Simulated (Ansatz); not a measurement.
# CH2Hf: the cost of one run

Program: Ansatz 0.2.0, Gaussian basis. Level of theory: def2-TZVPP, core rule «outside noble gas», up to 5 orbitals frozen. These are calculated values, not measurements.

Plan: UHF; CCSD(T) on ROHF; CCSD(T) on UHF; CCSDT(Q) on ROHF; CCSDT(Q) on UHF.

10 further runs of the same task are left out: 5 for a known fault of the program, 5 set aside as unsound or not needed.

## Step 1: The geometry

The geometry is a PBE0/def2-TZVP stationary point (not a proven minimum). No spin-orbit coupling is included. Elements past krypton take def2 core potentials.

4 atoms, charge 0, spin multiplicity 5.

Atoms are counted from 1 here; the program's logs count them from 0.

Bond lengths: Hf1–C2 2.190 Å, C2–H3 1.096 Å, C2–H4 1.096 Å. Angles: Hf1–C2–H3 125.0°, Hf1–C2–H4 125.0°, H3–C2–H4 109.9°.

## Step 2: UHF

The input, in.yaml:

```yaml
crystal:
  periodic: [false, false, false]
  atoms:
    - {symbol: Hf, position_ang: [0.000133, 0.000000, 0.166127]}
    - {symbol: C, position_ang: [-0.003318, 0.000000, -2.023573]}
    - {symbol: H, position_ang: [0.007967, -0.897604, -2.652673]}
    - {symbol: H, position_ang: [0.007967, 0.897604, -2.652673]}
basis:
  gaussian: {orbitals: def2-TZVPP}
magnetization: {spin_polarized: true, initial_magnetization: 4}
hamiltonian: {xc: hf}
output: {orbitals: {seedname: orbitals}}
```

Run with:

```console
> ansatz run in.yaml --threads 1 --pin off --events-out ev --progress --plain --max-ram 4096MiB --backend cpu
```

Q: Estimate wall time and peak memory on 1 thread of AMD EPYC 7R13, shared host.

About 19 s, with a peak of 0.26 GiB.
